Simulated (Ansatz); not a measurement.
# AlGaH3N: how energies converge with the basis set

One table from this session's results is given with a row withheld; the runs are named, their logs left out.

Computed with Ansatz 0.2.0, Gaussian basis. Level: one geometry, several basis sets.

The runs, in order: PBE0-D4/def2-SVP; ωB97M-V/def2-SVP; PBE0-D4/def2-QZVPP; ωB97M-V/def2-QZVPP; the functionals' def2-TZVPP values are taken from earlier runs.

## The geometry

The geometry comes from an earlier relaxation with PBE0-D4 in a triple-zeta def2 set; it is a stationary point.

6 atoms, charge 0, spin multiplicity 1.

Atoms are counted from 1 here; the program's logs count them from 0.

Bond lengths: N1–Al2 1.780 Å, N1–Ga3 1.892 Å, N1–H4 1.016 Å, Al2–H5 1.586 Å, Al2–H6 1.588 Å. Angles: Al2–N1–Ga3 126.3°, Al2–N1–H4 117.4°, Ga3–N1–H4 116.3°, N1–Al2–H5 122.1°, N1–Al2–H6 115.4°, H5–Al2–H6 122.5°.

The first run:

File in.yaml:

```yaml
crystal:
  periodic: [false, false, false]
  atoms:
    - {symbol: N, position_ang: [-0.808042, -0.340126, 0.109772]}
    - {symbol: Al, position_ang: [0.796071, 0.272419, -0.357796]}
    - {symbol: Ga, position_ang: [-1.526125, -0.380635, 1.859989]}
    - {symbol: H, position_ang: [-1.402606, -0.705416, -0.628358]}
    - {symbol: H, position_ang: [1.296768, 0.257572, -1.862334]}
    - {symbol: H, position_ang: [1.686033, 0.832186, 0.832627]}
basis:
  gaussian: {orbitals: def2-SVP}
hamiltonian: {xc: pbe0, dispersion: d4}
output: {orbitals: {seedname: orbitals}}
```

The run is started by

```
> ansatz run in.yaml --threads 2 --pin off --events-out ev --progress --plain --max-ram 4352MiB
```

Steps of the session up to this table: PBE0-D4 in def2-SVP; ωB97M-V in def2-SVP; PBE0-D4 in def2-QZVPP; ωB97M-V in def2-QZVPP.

One of the session's tables, all rows but one given; the rest of the session is left out.

It belongs to the step «Density functionals: the series». 

```
functional       basis  HOMO (eV)
   PBE0-D4    def2-SVP      -6.54
   PBE0-D4  def2-TZVPP      -6.56
   PBE0-D4  def2-QZVPP      -6.58
   ωB97M-V    def2-SVP      -8.63
   ωB97M-V  def2-TZVPP      -8.67
   ωB97M-V  def2-QZVPP          ?
```

Estimate the missing values for ωB97M-V, def2-QZVPP.

The run gave: HOMO (eV): -8.71. In the column «HOMO (eV)» it is the lowest.
